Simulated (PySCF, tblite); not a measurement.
# C₃H₂BrN₂ radical: geometry, infrared bands and EPR parameters

Wanted: the infrared bands and EPR parameters of C₃H₂BrN₂ radical (`BrC1=C[N]C=N1`), by calculation.

The runs use tblite 0.8.0 and PySCF 2.14.0, with density-fitted response routines of our own; the level of theory stands in each step. All values are computed, except where a source is named. Atoms count from 0, in the outputs and in this text.

## Step 1: The molecule as given

8 atoms, charge 0, multiplicity 2; geometry from: force field or distance geometry start.

Bonds of the start (Å): Br0–C1 1.91, C1–C2 1.32, C2–N3 1.45, N3–C4 1.44, C4–N5 1.30, N5–C1 1.41, C2–H6 1.08, C4–H7 1.07.

## Step 2: Geometry optimisation with GFN2-xTB

Job settings and geometry (Å):

```
{"job": {"kind": "relax", "xc": "GFN2-xTB", "basis": "xTB"}, "charge": 0, "multiplicity": 2}
Br     2.459000    -1.334600     0.101700
C      0.767500    -0.452600     0.022700
C      0.636000     0.860900    -0.014100
N     -0.805700     1.049100    -0.065800
C     -1.445700    -0.235700    -0.019900
N     -0.485500    -1.109100     0.023400
H      1.389000     1.638400    -0.030600
H     -2.505600    -0.407000    -0.041800
```

Run with:

```bash
$ OMP_NUM_THREADS=1 python probes_run.py task.json out
```

This one command runs all jobs of the session in turn.

Standard output:

```text
step      E/eV     max force
  0    -469.80943    4.597
  1    -470.30984    1.687
  2    -470.45518    1.675
  3    -470.60028    1.102
  4    -470.65951    0.391
  5    -470.66460    0.305
  6    -470.66951    0.230
  7    -470.67311    0.274
  8    -470.67729    0.212
  9    -470.67957    0.136
 10    -470.68115    0.127
 11    -470.68208    0.086
 12    -470.68263    0.072
 13    -470.68290    0.054
 14    -470.68311    0.061
 15    -470.68333    0.060
 16    -470.68352    0.036
 17    -470.68360    0.014
 18    -470.68361    0.005
```

Run time: 0.11 s. Hardware: 1 thread of AMD EPYC 7R13, shared host.

The steps of the relaxation:

| step | energy from step 0 (eV) | largest force (eV/Å) |
| --- | --- | --- |
| 0 | 0.0000 | 4.5967 |
| 1 | -0.5004 | 1.6870 |
| 2 | -0.6457 | 1.6755 |
| 3 | -0.7908 | 1.1015 |
| 4 | -0.8501 | 0.3914 |
| 5 | -0.8552 | 0.3050 |
| 6 | -0.8601 | 0.2301 |
| 7 | -0.8637 | 0.2738 |
| 8 | -0.8679 | 0.2116 |
| 9 | -0.8701 | 0.1364 |
| 10 | -0.8717 | 0.1272 |
| 11 | -0.8726 | 0.0858 |
| 12 | -0.8732 | 0.0722 |
| 13 | -0.8735 | 0.0535 |
| 14 | -0.8737 | 0.0612 |
| 15 | -0.8739 | 0.0595 |
| 16 | -0.8741 | 0.0365 |
| 17 | -0.8742 | 0.0142 |
| 18 | -0.8742 | 0.0046 |

Distances of close pairs at the start and the end, largest changes first:

| bond | before (Å) | after (Å) | change (Å) |
| --- | --- | --- | --- |
| C2–N3 | 1.455 | 1.310 | -0.145 |
| C1–C2 | 1.321 | 1.440 | +0.120 |
| C1–N5 | 1.415 | 1.335 | -0.080 |
| N3–C4 | 1.436 | 1.361 | -0.075 |
| Br0–C1 | 1.909 | 1.843 | -0.066 |
| C4–N5 | 1.299 | 1.326 | +0.027 |
| C2–H6 | 1.082 | 1.071 | -0.011 |
| C4–H7 | 1.074 | 1.072 | -0.002 |

The next job starts from the end point, and lists it.

## Step 3: Harmonic vibrations with GFN2-xTB

Job settings and geometry (Å):

```
{"job": {"kind": "ir", "xc": "GFN2-xTB", "basis": "xTB"}, "charge": 0, "multiplicity": 2}
Br     2.372299    -1.407802     0.099824
C      0.753897    -0.528488     0.031792
C      0.521519     0.891847    -0.023649
N     -0.775697     1.067785    -0.057869
C     -1.311707    -0.182843    -0.025247
N     -0.420293    -1.162664     0.028839
H      1.238482     1.687420    -0.036215
H     -2.369443    -0.355842    -0.042040
```

Standard output:

```text
mode    cm-1     km/mol
  1     165.7      3.38
  2     238.5      1.38
  3     357.9      3.83
  4     406.4     18.92
  5     558.6      1.06
  6     666.5    135.20
  7     766.1     12.12
  8     813.4      1.34
  9     890.9     29.56
 10    1020.1     22.77
 11    1082.1     40.35
 12    1168.0     67.08
 13    1198.0     13.97
 14    1263.2     48.39
 15    1360.4     20.06
 16    1470.6     70.94
 17    3174.2      4.40
 18    3179.3      2.86
```

Wall time 0.21 s (1 thread of AMD EPYC 7R13, shared host).

Which atoms move in the most intense modes:

| cm⁻¹ | km/mol | atoms |
| --- | --- | --- |
| 666 | 135.2 | N3 31 %, N5 19 %, C2 19 %, C4 15 % |
| 891 | 29.6 | C2 33 %, N5 23 %, C1 19 % |
| 1020 | 22.8 | H6 55 %, C1 14 %, H7 11 % |
| 1082 | 40.4 | H7 41 %, N3 16 %, H6 15 % |
| 1168 | 67.1 | H7 31 %, C1 26 %, C4 18 %, N3 11 % |
| 1263 | 48.4 | N5 27 %, C1 18 %, C4 15 %, N3 15 % |
| 1360 | 20.1 | N5 29 %, C1 21 %, N3 18 %, C2 18 % |
| 1471 | 70.9 | N3 27 %, C2 26 %, C4 21 % |

## Step 4: g tensor and hyperfine couplings: B3LYP/def2-TZVP-core+pcH-1

Same as in step 3 but for these lines:

```diff
@@ -1,2 +1,2 @@
-{"job": {"kind": "ir", "xc": "GFN2-xTB", "basis": "xTB"}, "charge": 0, "multiplicity": 2}
+{"job": {"kind": "epr", "basis": "pcH-1"}, "charge": 0, "multiplicity": 2}
 Br     2.372299    -1.407802     0.099824
```

Level: UKS B3LYP, def2-TZVP-core on Br, pcH-1 on C H N, non-relativistic, mean-field spin-orbit, GIAO.

Standard output:

```text
UKS, coarse grid
  cycle   1  E = -2799.08139330  |g| = 1.60e+00
  cycle   2  E = -2798.97372690  |g| = 8.37e-01
  cycle   3  E = -2798.99352954  |g| = 6.51e-01
  cycle   4  E = -2799.15854805  |g| = 1.56e-01
  cycle   5  E = -2799.16689059  |g| = 4.35e-02
  cycle   6  E = -2799.16766437  |g| = 1.74e-02
  cycle   7  E = -2799.16779009  |g| = 5.99e-03
  cycle   8  E = -2799.16781341  |g| = 2.16e-03
  cycle   9  E = -2799.16781731  |g| = 1.05e-03
  cycle  10  E = -2799.16781902  |g| = 6.05e-04
UKS, final grid
  cycle   1  E = -2799.16782793  |g| = 7.95e-04
  cycle   2  E = -2799.16782747  |g| = 1.37e-03
  cycle   3  E = -2799.16782826  |g| = 1.00e-04
  cycle   4  E = -2799.16782828  |g| = 9.65e-05
  cycle   5  E = -2799.16782829  |g| = 4.04e-05
  cycle   6  E = -2799.16782830  |g| = 2.86e-05
E = -2799.16782830 Eh   <S^2> = 0.7628 (exact 0.7500)
g shifts (ppm)      1          2          3
  rmc          -164       -164       -164
  gc             -9         33         45
  oz_so       -1767      13155      27990
  total       -1941      13024      27871
hyperfine (MHz)  atom isotope    a_iso     a_fc   dipolar eigenvalues
    0  79Br      12.07       8.26   -128.66    -95.79    224.45
    1   13C      40.80      38.67    -37.95    -34.69     72.64
    2   13C      12.71      13.35    -24.04    -21.77     45.81
    3   14N      -2.46      -2.23     -0.76     -0.34      1.10
    4   13C      43.03      43.33    -38.28    -35.67     73.95
    5   14N      -6.48      -6.52     -8.49      4.22      4.26
    6    1H     -22.52     -22.41    -12.29     -2.88     15.17
    7    1H     -33.78     -33.75    -18.30     -2.02     20.32
```

Run time: 74 s. Hardware: 1 thread of AMD EPYC 7R13, shared host; peak memory 0.94 GiB.

Principal g values 2.00038, 2.01534, 2.03019; g(iso) = 2.01530, against 2.00232 for a free electron.

Hyperfine couplings, nucleus by nucleus at this fixed geometry (no averaging over rotations):

| nuclei | isotope | a(iso) (MHz) | a(iso) (G, at g = 2.0023) | largest dipolar term (MHz) |
| --- | --- | --- | --- | --- |
| C4 | 13C | 43.0 | 15.4 | 74.0 |
| C1 | 13C | 40.8 | 14.6 | 72.6 |
| H7 | 1H | -33.8 | -12.1 | 20.3 |
| H6 | 1H | -22.5 | -8.0 | 15.2 |
| C2 | 13C | 12.7 | 4.5 | 45.8 |
| Br0 | 79Br | 12.1 | 4.3 | 224.5 |
| N5 | 14N | -6.5 | -2.3 | -8.5 |
| N3 | 14N | -2.5 | -0.9 | 1.1 |

Mulliken spin populations:

| atom | value (e) |
| --- | --- |
| Br0 | 0.10 |
| C1 | 0.39 |
| C2 | 0.26 |
| N3 | -0.02 |
| C4 | 0.43 |
| N5 | -0.13 |
| H6 | -0.01 |
| H7 | -0.02 |

In first order the couplings over 0.8 MHz of 1H, 79Br, 14N give 140 distinct lines over 39.4 G.

Orbitals, density, ELF and potential are computed afterwards from the orbital file.

ELF in a plane through or near 8 of the atoms.

Ten even steps from ' ' (0.00) to '@' (1.00):
```
                                                        
                                                        
                                                        
                  --++==          ..                    
              ..**@@@@@@--    ..++**++::                
              --@@@@@@@@%%--..++@@@@%%**--              
              ..**@@@@@@%%++++##@@@@@@**::              
                  **%%##++::%%====####::                
      ..::::::    ..++++::::##**==##==                  
    ..==**####==....##@@@@**..==%%**++**%%%%##::        
    ::**%%%%%%##++++++----==..--..##==@@@@@@@@**        
    ::**%%%%++..::##**----%%**##%%--##@@@@@@@@**        
    ..++##==--****++##++####--..##++==%%@@@@@@--        
      ==**==--**==++==..==##****##==  ..--**==          
      ::==##**++**##--  ::##@@@@%%**                    
        ::**##%%%%##::  ..==%%%%##==                    
        ..--++****++..      ----::..                    
            ..::::..                                    
                                                        
                                                        
```
The map spans 10.1 Å across and 8.7 Å up, centred on the molecule. Atoms in the plane (x, y in Å): Br0 (-2.5, -1.3), C1 (-0.8, -0.5), C2 (-0.5, 0.9), N3 (0.8, 1.0), C4 (1.3, -0.3), N5 (0.4, -1.2), H6 (-1.1, 1.8), H7 (2.3, -0.5).

On the surface of density 0.002 e/bohr³ the electrostatic potential runs, from the 1st to the 99th percentile, from -1.61 V near N3 to 1.45 V near H6.

The spin density lies nearest to C1, C4 about 27 % each; C2 17 %; Br0 12 %; N5 7 % (beta excess).

## Step 5: Outcome

```
                                 quantity                 value
strongest single infrared mode (GFN2-xTB)  666 cm⁻¹, 135 km/mol
             zero-point energy (GFN2-xTB)         28.3 kcal/mol
                           g(iso) (B3LYP)               2.01530
                                     ⟨S²⟩    0.763 (exact 0.75)
                           largest a(iso)   13C on C4, 43.0 MHz
    surface potential, 1st and 99th percentile    -1.61 V and 1.45 V
```

In words: Relaxing lowered the energy by 0.874 eV in 18 steps; the close pair that moved most is C2–N3, from 1.455 to 1.310 Å. All 18 modes are real, so the xTB geometry is a minimum. The strongest single mode, at 666 cm⁻¹, is spread over several atoms, N3, N5, C2, C4 among them. GFN2-xTB is a fitted tight-binding method: band positions and strengths are rough. Its intensities can rank the bands wrongly. The largest spin populations lie on C4 (0.43 e), C1 (0.39 e). The isotropic g lies 13.0 ppt above the free-electron value. The hyperfine terms hold no scalar relativity, which the heavier nuclei need.
